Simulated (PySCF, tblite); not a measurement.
# C5H11FSi: geometry, infrared bands and NMR shifts

Wanted: the infrared bands and NMR shifts of C5H11FSi (`CC/C=C/C[SiH2]F`), by calculation.

The runs use tblite 0.8.0 and PySCF 2.14.0, with density-fitted response routines of our own; the level of theory stands in each step. All values are computed, except where a source is named. Atoms are numbered from 0 throughout.

## (1) Starting geometry

18 atoms, charge 0, multiplicity 1; geometry from: force field or distance geometry start.

Bonds of the start (Å): C0–C1 1.50, C1–C2 1.51, C2–C3 1.34, C3–C4 1.50, C4–Si5 1.87, Si5–F6 1.61, C0–H7 1.10, C0–H8 1.09, C0–H9 1.09, C1–H10 1.10, C1–H11 1.11, C2–H12 1.08, C3–H13 1.09, C4–H14 1.10, C4–H15 1.10, Si5–H16 1.48, Si5–H17 1.49.

## (2) Geometry optimisation with GFN2-xTB

Job settings and geometry (Å):

```
{"job": {"kind": "relax", "xc": "GFN2-xTB", "basis": "xTB"}, "charge": 0, "multiplicity": 1}
C     -3.050700     0.378200    -0.136300
C     -1.965000    -0.284400     0.664300
C     -0.643300    -0.284200    -0.061600
C      0.452400     0.348500     0.367300
C      1.760100     0.357300    -0.366900
Si     3.201500    -0.449300     0.501000
F      4.515400    -0.254400    -0.410700
H     -3.998800     0.357300     0.419500
H     -3.206700    -0.129200    -1.093100
H     -2.821500     1.428600    -0.334400
H     -1.870400     0.213200     1.641500
H     -2.244500    -1.331300     0.881700
H     -0.634100    -0.823600    -0.997500
H      0.420200     0.893200     1.311700
H      1.641600    -0.111300    -1.351900
H      2.016300     1.407100    -0.561300
H      2.973300    -1.899700     0.706500
H      3.445500     0.190300     1.822000
```

The run is started by

```sh
OMP_NUM_THREADS=1 python probes_run.py task.json out
```

The driver reads the jobs from task.json and runs them one after another.

**Question.** This job is followed by: GFN2-xTB harmonic vibrations, gas phase; GIAO PBE0/pcSseg-1 NMR shielding, non-relativistic, gas phase. Predict these results of the whole session: strongest single infrared mode (GFN2-xTB); zero-point energy (GFN2-xTB); 13C shifts against TMS (PBE0/pcSseg-1); 1H shifts against TMS (PBE0/pcSseg-1, means over atoms taken as alike); 29Si shifts against TMS (PBE0/pcSseg-1); 19F shifts against CFCl3 (PBE0/pcSseg-1).

**Answer**, as computed:

| quantity | value |
| --- | --- |
| strongest single infrared mode (GFN2-xTB) | 2318 cm⁻¹, 378 km/mol |
| zero-point energy (GFN2-xTB) | 90.3 kcal/mol |
| 13C shifts against TMS (PBE0/pcSseg-1) | 143.8, 125.6, 32.6, 25.9, 17.7 ppm |
| 1H shifts against TMS (PBE0/pcSseg-1, means over atoms taken as alike) | 5.88, 5.45, 5.02, 2.14, 2.02, 1.03 ppm |
| 29Si shifts against TMS (PBE0/pcSseg-1) | 3.4 ppm |
| 19F shifts against CFCl3 (PBE0/pcSseg-1) | -220.1 ppm |

**Reading.** Over 52 steps the energy fell by 0.095 eV; of the close pairs, C4–Si5 changed most, 1.866 to 1.902 Å. No mode is imaginary among the 48: a minimum at this level. The strongest single mode, at 2318 cm⁻¹, moves mainly H17. GFN2-xTB is a fitted tight-binding method: band positions and strengths are rough. Its intensities can rank the bands wrongly. At PBE0/pcSseg-1: Shielding is most anisotropic at C2 (span 210 ppm, paramagnetic term -215 ppm).
